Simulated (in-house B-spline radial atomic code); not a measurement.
# Sm⁵⁸⁺: ionisation energy by several methods

How far do functionals differ on the ionisation energy of Sm⁵⁸⁺? Each run solves Sm⁵⁸⁺ and then the next ion ([He] 2s1).

The numbers are computed with in-house B-spline radial atomic code version 1 (scalar-relativistic (X2C), several functionals, spin-polarised, exact exchange averaged over the configuration; spherical all-electron atom at the radial basis limit), except any that are marked as measured or tabulated.

### 1 What is computed

| Property | Result |
| --- | --- |
| element | samarium (Z = 62) |
| charge | +58 |
| electrons | 4 |
| configuration | [He] 2s2 |
| nucleus | Fermi, rms radius 5.082 fm |

Outer shells as boxes (Hund's rule):

[He] 2s2
```
[He] core
2s [↑↓]
```

Where spins are not typed, each open shell is filled with up spins first.

### 2 TPSSh

The run's settings:

```ini
Z = 62
electrons = 4.0
configuration = [He] 2s2
hamiltonian = x2c
method = tpssh
spin_polarised = True
nucleus = fermi
rms_radius = 5.0819
mass_number = 152
atomic_mass = 151.919738646
speed_of_light = 137.035999084
exact_exchange = averaged over the configuration
```

Command:

```sh
$ python run_scf.py task.json out
```

task.json lists these runs, among others, and the program works through them in turn.

### 3 ωB97X

The settings differ from step 2 so:

```diff
@@ -4,3 +4,3 @@
 hamiltonian = x2c
-method = tpssh
+method = wb97x
 spin_polarised = True
```

### 4 HSE06

The settings differ from step 3 so:

```diff
@@ -4,3 +4,3 @@
 hamiltonian = x2c
-method = wb97x
+method = hse06
 spin_polarised = True
```

Q: The tabulated ionisation energy is 12992 ± 6 eV (tabulated theoretical; NIST Atomic Spectra Database). What does each method give, and which comes nearest?

As calculated:

| method | rung | total energy (hartree) | ΔSCF (eV) | −ε highest (eV) | ΔSCF less tabulated (eV) |
| --- | --- | --- | --- | --- | --- |
| TPSSh | global hybrid | -4986.2735 | 13012.7 | 12923.6 (2s up) | +20.7 |
| ωB97X | range-separated hybrid | -4987.4368 | 13002.1 | 12932.6 (2s up) | +10.1 |
| HSE06 | range-separated hybrid | -4985.9532 | 13012.9 | 12933.9 (2s up) | +20.9 |

**Reading.** Against the tabulated ionisation energy, 12992 ± 6 eV (tabulated theoretical; NIST Atomic Spectra Database), the best here is ωB97X (+10.1 eV) and the worst HSE06 (+20.9 eV, or 0.16 %). Relativistic terms that these runs lack can be as large as the gaps between close methods, so the nearest may be so by luck. Spin-orbit coupling is left out.
